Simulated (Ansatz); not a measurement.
# C5H9Br: small, medium and large basis sets

One table from this session's results is given with a row withheld; the runs are named, their logs left out.

Method: one geometry, several basis sets; program: Ansatz 0.2.0, Gaussian basis.

Levels to be run: PBE0-D4/def2-SVP; ωB97M-V/def2-SVP; PBE0-D4/def2-QZVPP; ωB97M-V/def2-QZVPP; the functionals' def2-TZVPP values are taken from earlier runs.

## Structure used throughout

An earlier PBE0-D4 in a triple-zeta def2 set relaxation fixed the geometry.

SMILES `BrC1CCCC1`, 15 atoms, charge 0, spin multiplicity 1.

Atoms are counted from 1 here; the program's logs count them from 0.

Bond lengths: Br1–C2 1.947 Å, C2–C3 1.516 Å, C2–C6 1.516 Å, C2–H7 1.091 Å, C3–C4 1.534 Å, C3–H8 1.091 Å, C3–H9 1.093 Å, C4–C5 1.549 Å, C4–H10 1.091 Å, C4–H11 1.092 Å, C5–C6 1.534 Å, C5–H12 1.091 Å, C5–H13 1.092 Å, C6–H14 1.091 Å, C6–H15 1.093 Å. Angles: Br1–C2–C3 113.3°, Br1–C2–C6 113.3°, Br1–C2–H7 104.4°, C3–C2–C6 103.9°, C3–C2–H7 111.1°, C6–C2–H7 111.1°, C2–C3–C4 102.9°, C2–C3–H8 113.0°, C2–C3–H9 108.8°, C4–C3–H8 113.7°, C4–C3–H9 110.8°, H8–C3–H9 107.7°, C3–C4–C5 105.8°, C3–C4–H10 111.4°, C3–C4–H11 110.4°, C5–C4–H10 112.3°, C5–C4–H11 110.3°, H10–C4–H11 106.7° and more.

Set-up of the first run:

in.yaml reads:

```yaml
crystal:
  periodic: [false, false, false]
  atoms:
    - {symbol: Br, position_ang: [-2.681604, -1.358186, 0.337342]}
    - {symbol: C, position_ang: [-0.988571, -0.619485, -0.278597]}
    - {symbol: C, position_ang: [0.208619, -1.146040, 0.488234]}
    - {symbol: C, position_ang: [1.321100, -0.162975, 0.101401]}
    - {symbol: C, position_ang: [0.604916, 1.155613, -0.284701]}
    - {symbol: C, position_ang: [-0.895125, 0.884372, -0.110145]}
    - {symbol: H, position_ang: [-0.936358, -0.901509, -1.331475]}
    - {symbol: H, position_ang: [0.440844, -2.185446, 0.253787]}
    - {symbol: H, position_ang: [-0.006102, -1.087354, 1.558742]}
    - {symbol: H, position_ang: [2.030535, -0.024310, 0.918531]}
    - {symbol: H, position_ang: [1.890925, -0.547363, -0.747269]}
    - {symbol: H, position_ang: [0.930003, 1.997369, 0.328486]}
    - {symbol: H, position_ang: [0.826819, 1.418168, -1.321266]}
    - {symbol: H, position_ang: [-1.524334, 1.431338, -0.813122]}
    - {symbol: H, position_ang: [-1.221667, 1.145806, 0.900061]}
basis:
  gaussian: {orbitals: def2-SVP}
hamiltonian: {xc: pbe0, dispersion: d4}
output: {orbitals: {seedname: orbitals}}
```

Command:

```sh
ansatz run in.yaml --threads 2 --pin off --events-out ev --progress --plain --max-ram 32768MiB --backend cpu
```

Steps of the session up to this table: PBE0-D4 in def2-SVP; ωB97M-V in def2-SVP; PBE0-D4 in def2-QZVPP; ωB97M-V in def2-QZVPP.

One of the session's tables, all rows but one given; the rest of the session is left out.

It belongs to the step «Density functionals: the series». 

```
functional       basis  HOMO (eV)  LUMO (eV)
   PBE0-D4    def2-SVP          ?          ?
   PBE0-D4  def2-TZVPP      -7.67       0.15
   PBE0-D4  def2-QZVPP      -7.69       0.00
   ωB97M-V    def2-SVP      -9.80       2.44
   ωB97M-V  def2-TZVPP      -9.93       1.98
   ωB97M-V  def2-QZVPP      -9.95       1.57
```

Estimate the missing values for PBE0-D4, def2-SVP.

**Answer.** HOMO (eV): -7.55; LUMO (eV): 0.42. In the column «HOMO (eV)» it is the highest.
